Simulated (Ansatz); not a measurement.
**CH5Cl2GaO: a ladder of functionals and wavefunction methods**

Aim: compute CH5Cl2GaO with functionals from several rungs and with coupled cluster, and see how far each lands from CCSD(T) at the basis-set limit for the atomisation energy.

Computed with Ansatz 0.2.0, Gaussian basis. Level: functionals in def2-TZVPP, the program's frozen cores in correlated methods.

Plan: LDA (SPW92), PBE-D4, revPBE-D4, BLYP-D4, r2SCAN-D4, B97M-V, PBE0-D4, B3LYP-D4, r2SCANh-D4, r2SCAN0-D4, HSE06-D4, BHLYP-D4, CAM-B3LYP-D4, LC-ωPBE, ωB97X-V, ωB97M-V, B2PLYP, PBE-QIDH; CCSD(T)/def2-SVP; CCSD(T)/def2-TZVPP; MP2/def2-QZVPP; extrapolation to the limit; RPA on PBE.

**1. Structure used throughout**

The geometry comes from an earlier relaxation with PBE0-D4 in a triple-zeta def2 set; it is a stationary point, not always the lowest conformer.

SMILES `[CH3][Ga-]([OH2+])([Cl])[Cl]`, 10 atoms, charge 0, spin multiplicity 1.

Atoms are counted from 1 here; the program's logs count them from 0.

Bond lengths: C1–Ga2 1.946 Å, C1–H6 1.090 Å, C1–H7 1.090 Å, C1–H8 1.091 Å, Ga2–O3 2.119 Å, Ga2–Cl4 2.183 Å, Ga2–Cl5 2.183 Å, O3–H9 0.968 Å, O3–H10 0.968 Å. Angles: Ga2–C1–H6 110.2°, Ga2–C1–H7 110.2°, Ga2–C1–H8 109.7°, H6–C1–H7 109.4°, H6–C1–H8 108.6°, H7–C1–H8 108.6°, C1–Ga2–O3 108.3°, C1–Ga2–Cl4 121.1°, C1–Ga2–Cl5 121.1°, O3–Ga2–Cl4 92.0°, O3–Ga2–Cl5 92.0°, Cl4–Ga2–Cl5 112.3°, Ga2–O3–H9 104.1°, Ga2–O3–H10 104.1°, H9–O3–H10 106.7°.

**2. LDA**

This LDA is Slater exchange with PW92 correlation.

in.yaml

```yaml
crystal:
  periodic: [false, false, false]
  atoms:
    - {symbol: C, position_ang: [-1.562158, -0.523423, 0.289430]}
    - {symbol: Ga, position_ang: [-0.002444, 0.261271, -0.570213]}
    - {symbol: O, position_ang: [1.653141, 0.048144, 0.735106]}
    - {symbol: Cl, position_ang: [1.037774, -0.776642, -2.184078]}
    - {symbol: Cl, position_ang: [0.258921, 2.425769, -0.672973]}
    - {symbol: H, position_ang: [-1.770260, -0.013362, 1.230550]}
    - {symbol: H, position_ang: [-1.393664, -1.583694, 0.480687]}
    - {symbol: H, position_ang: [-2.431783, -0.421011, -0.361545]}
    - {symbol: H, position_ang: [2.313446, -0.419722, 0.204687]}
    - {symbol: H, position_ang: [1.980126, 0.951370, 0.851346]}
basis:
  gaussian: {orbitals: def2-TZVPP}
hamiltonian: {xc: lda}
output: {orbitals: {seedname: orbitals}}
```

The run is started by

```bash
$ ansatz run in.yaml --threads 2 --pin off --events-out ev --progress --plain --max-ram 32768MiB --backend cpu
```

Further steps of the session: PBE-D4 (GGA); revPBE-D4 (GGA); BLYP-D4 (GGA); r2SCAN-D4 (meta-GGA); B97M-V (meta-GGA); B3LYP-D4 (hybrid); r2SCANh-D4 (hybrid); r2SCAN0-D4 (hybrid); HSE06-D4 (hybrid); BHLYP-D4 (hybrid); CAM-B3LYP-D4 (range-separated); LC-ωPBE (range-separated); ωB97X-V (range-separated); ωB97M-V (range-separated); B2PLYP (double hybrid); PBE-QIDH (double hybrid); CCSD(T) in def2-SVP; CCSD(T) in def2-TZVPP; MP2 in def2-QZVPP; RPA on PBE orbitals.

**Question.** What will the summary of the whole plan be? Wanted: atomisation energy, CCSD(T)/CBS; farthest beyond LDA; mean size of error, GGA; mean size of error, meta-GGA; mean size of error, hybrid; mean size of error, range-separated; mean size of error, double hybrid; gap, smallest and largest; T1 diagnostic.

The runs gave:

| quantity | value |
| --- | --- |
| atomisation energy, CCSD(T)/CBS | 805.9 kcal/mol |
| functionals within 8.1 kcal/mol (1.0 %) | PBE-D4, r2SCAN-D4, B97M-V, PBE0-D4, r2SCANh-D4, HSE06-D4, ωB97X-V, ωB97M-V, PBE-QIDH |
| farthest beyond LDA | BHLYP-D4 (-31.8 kcal/mol) |
| mean size of error, GGA | 13.4 kcal/mol |
| mean size of error, meta-GGA | 1.4 kcal/mol |
| mean size of error, hybrid | 13.0 kcal/mol |
| mean size of error, range-separated | 6.7 kcal/mol |
| mean size of error, double hybrid | 12.1 kcal/mol |
| gap, smallest and largest | 5.64 eV (BLYP-D4), 12.92 eV (LC-ωPBE) |
| T1 diagnostic | 0.0102 |
| triples share of the correlation energy | 3.8 % |

What this shows: LDA overbinds by 106.4 kcal/mol (13 %). PBE-D4 is off by +2.0 kcal/mol. Double hybrids carry the basis error of their MP2 part in triple zeta, and no dispersion term here, so their miss is partly the set-up's. The rungs meta-GGA, range-separated miss on average by less than the doubt on the reference (8.1 kcal/mol), so they tie. The reference freezes the cores and leaves out relativity and excitations past (T), and its outer-core shells are covered unevenly, so misses under about 8.1 kcal/mol can't be ranked. Hartree-Fock recovers 73 % of the binding; the rest is correlation. CCSD(T) in def2-SVP is off by -46.7 kcal/mol, worse than the median functional, from the basis alone. The gap grows from 5.6 to 12.9 eV across the functionals, mostly with the share of exact exchange. Correlated methods include outer-core shells of Ga, which these sets cover unevenly.
